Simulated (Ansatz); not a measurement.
**CH6FNOSi: how energies converge with the basis set**

An exercise on one series of results from a longer session: the logs are not shown, and one member is left open.

Computed with Ansatz 0.2.0, Gaussian basis. Level: one geometry, several basis sets.

Plan: PBE0-D4/def2-SVP; ωB97M-V/def2-SVP; PBE0-D4/def2-QZVPP; ωB97M-V/def2-QZVPP; the functionals' def2-TZVPP values are taken from earlier runs.

## The relaxed structure

All runs share one geometry, relaxed beforehand with PBE0-D4 in a triple-zeta def2 set.

SMILES `C[Si](N)(O)F`, 11 atoms, charge 0, spin multiplicity 1.

Atoms are counted from 1 here; the program's logs count them from 0.

Bond lengths: C1–Si2 1.848 Å, C1–H6 1.093 Å, C1–H7 1.092 Å, C1–H8 1.092 Å, Si2–N3 1.691 Å, Si2–O4 1.638 Å, Si2–F5 1.610 Å, N3–H9 1.005 Å, N3–H10 1.006 Å, O4–H11 0.958 Å. Angles: Si2–C1–H6 111.1°, Si2–C1–H7 110.7°, Si2–C1–H8 110.8°, H6–C1–H7 107.5°, H6–C1–H8 108.3°, H7–C1–H8 108.4°, C1–Si2–N3 110.6°, C1–Si2–O4 115.0°, C1–Si2–F5 106.1°, N3–Si2–O4 105.9°, N3–Si2–F5 113.9°, O4–Si2–F5 105.4°, Si2–N3–H9 122.5°, Si2–N3–H10 121.6°, H9–N3–H10 112.5°, Si2–O4–H11 116.5°.

The first run:

in.yaml reads:

```yaml
crystal:
  periodic: [false, false, false]
  atoms:
    - {symbol: C, position_ang: [-1.063297, 0.887805, -0.510859]}
    - {symbol: Si, position_ang: [0.229876, -0.084829, 0.381155]}
    - {symbol: N, position_ang: [1.299875, -0.800591, -0.715362]}
    - {symbol: O, position_ang: [-0.341570, -1.305177, 1.311819]}
    - {symbol: F, position_ang: [0.932422, 0.941172, 1.403739]}
    - {symbol: H, position_ang: [-0.609971, 1.645989, -1.154996]}
    - {symbol: H, position_ang: [-1.715103, 1.405039, 0.196819]}
    - {symbol: H, position_ang: [-1.678753, 0.234494, -1.132132]}
    - {symbol: H, position_ang: [1.609732, -0.334311, -1.549918]}
    - {symbol: H, position_ang: [1.914582, -1.548111, -0.441014]}
    - {symbol: H, position_ang: [-0.512393, -1.098480, 2.231250]}
basis:
  gaussian: {orbitals: def2-SVP}
hamiltonian: {xc: pbe0, dispersion: d4}
output: {orbitals: {seedname: orbitals}}
```

Launch:

```sh
$ ansatz run in.yaml --threads 4 --pin off --events-out ev --progress --plain --max-ram 10444MiB
```

Steps of the session up to this table: PBE0-D4 in def2-SVP; ωB97M-V in def2-SVP; PBE0-D4 in def2-QZVPP; ωB97M-V in def2-QZVPP.

One of the session's tables, all rows but one given; the rest of the session is left out.

It belongs to the step «Density functionals: the series». 

```
functional       basis  HOMO (eV)  LUMO (eV)
   PBE0-D4    def2-SVP      -7.52       1.44
   PBE0-D4  def2-TZVPP      -7.79       0.76
   PBE0-D4  def2-QZVPP      -7.85       0.30
   ωB97M-V    def2-SVP          ?          ?
   ωB97M-V  def2-TZVPP     -10.23       2.15
   ωB97M-V  def2-QZVPP     -10.29       1.44
```

Q: Estimate the row for ωB97M-V, def2-SVP from the others.

As computed: HOMO (eV): -9.95; LUMO (eV): 3.03. In the column «HOMO (eV)» it lies between ωB97M-V, def2-TZVPP (-10.23) and PBE0-D4, def2-QZVPP (-7.85).
